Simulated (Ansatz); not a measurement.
**FH₄NSi + HCl: a complex and its separated parts**

The complex below is one end of an elementary step. How strongly is it bound against its free parts?

Program: Ansatz 0.2.0, Gaussian basis. Level of theory: PBE0-D4/def2-TZVP structures, single points in def2-TZVPP, no counterpoise correction. These are calculated values, not measurements.

Levels: SPW92, PBE-D4, BLYP-D4, r2SCAN-D4, B97M-V, PBE0-D4, B3LYP-D4, r2SCAN0-D4, BHLYP-D4, CAM-B3LYP-D4, wB97X-V, wB97M-V, B2PLYP, PBE-QIDH, RPA on PBE, Hartree-Fock, MP2, CCSD, CCSD(T).

Cores are frozen in the correlated methods. B3LYP uses VWN-RPA correlation. B2PLYP carries no dispersion term here.

95 further runs of the same task are left out: 1 that didn't finish, 94 set aside as unsound or not needed.

## (1) The starting structure

The complex: 9 atoms, charge 0, spin multiplicity 1.

Atoms are counted from 1 here; the program's logs count them from 0.

Bond lengths: Si1–H3 1.477 Å, Si1–H4 1.478 Å, Si1–N5 1.691 Å, Si1–F7 1.621 Å, Cl2–H6 1.287 Å, N5–H8 1.007 Å, N5–H9 1.007 Å. Angles: H3–Si1–H4 114.6°, H3–Si1–N5 109.6°, H3–Si1–F7 104.8°, H4–Si1–N5 109.0°, H4–Si1–F7 105.4°, N5–Si1–F7 113.5°, Si1–N5–H8 121.7°, Si1–N5–H9 121.5°, H8–N5–H9 111.7°.

Geometry (Å):

```xyz
9
charge 0, multiplicity 1
Si   -1.0508   -0.0569    0.1329
Cl    2.7594   -1.2339    0.3156
H    -1.4459   -1.2599   -0.6276
H    -2.1791    0.7050    0.7070
N    -0.1424    0.9680   -0.8586
H     1.6867   -1.0448    1.0019
F    -0.2231   -0.6256    1.4058
H     0.0067    1.9353   -0.6230
H     0.5884    0.6127   -1.4540
```

Its parts: FH₄NSi holds atoms 1, 3, 4, 5, 7, 8, 9; HCl holds atoms 2, 6. Each part counts its atoms afresh in its own runs.

## (2) Relaxing FH₄NSi alone

The input, relax-a/in.yaml:

```yaml
crystal:
  periodic: [false, false, false]
  atoms:
    - {symbol: Si, position_ang: [-1.050787, -0.056877, 0.132945]}
    - {symbol: H, position_ang: [-1.445892, -1.259863, -0.627606]}
    - {symbol: H, position_ang: [-2.179141, 0.705038, 0.707041]}
    - {symbol: N, position_ang: [-0.142422, 0.968039, -0.858568]}
    - {symbol: F, position_ang: [-0.223051, -0.625578, 1.405754]}
    - {symbol: H, position_ang: [0.006708, 1.935255, -0.623002]}
    - {symbol: H, position_ang: [0.588438, 0.612704, -1.454043]}
basis:
  gaussian: {orbitals: def2-TZVP}
hamiltonian: {xc: pbe0, dispersion: d4}
relax: {f_tol: 0.005, max_steps: 200}
```

On the command line:

```
$ ansatz run in.yaml --threads 4 --pin off --events-out ev --progress --plain --max-ram 9574MiB
```

The runs that follow: Relaxing HCl alone; SPW92/def2-TZVPP; PBE-D4/def2-TZVPP; BLYP-D4/def2-TZVPP; r2SCAN-D4/def2-TZVPP; B97M-V/def2-TZVPP; PBE0-D4/def2-TZVPP; B3LYP-D4/def2-TZVPP; r2SCAN0-D4/def2-TZVPP; BHLYP-D4/def2-TZVPP; CAM-B3LYP-D4/def2-TZVPP; wB97X-V/def2-TZVPP; wB97M-V/def2-TZVPP; B2PLYP/def2-TZVPP; PBE-QIDH/def2-TZVPP; RPA on PBE/def2-TZVPP; CCSD(T)/def2-TZVPP; Vibrations of FH₄NSi; Vibrations of HCl.

What does the calculation give? Wanted: complex less parts, CCSD(T)/def2-TZVPP; with zero-point energy; largest T1 diagnostic.

**Answer**, as computed:

| quantity | value |
| --- | --- |
| complex less parts, CCSD(T)/def2-TZVPP | -15.9 kJ/mol |
| with zero-point energy | -11.2 kJ/mol |
| largest T1 diagnostic | 0.011 |

What this shows: At CCSD(T) the complex lies 15.9 kJ/mol below its parts. The functionals run from PBE-QIDH, off by +0.6 kJ/mol, to SPW92, off by -12.6 kJ/mol, against CCSD(T). By rung, the mean size of the error is: LDA 12.6, GGA 5.0, meta-GGA 2.9, hybrid 3.4, range-separated hybrid 3.0, double hybrid 1.0 kJ/mol. PBE-D4 gives a relative energy 5.3 kJ/mol too low, outside chemical accuracy (1 kcal/mol, 4.2 kJ/mol). No counterpoise was applied, and triple zeta lacks some correlation, so the CCSD(T) reference has a basis error of its own, and close matches with it are partly luck.
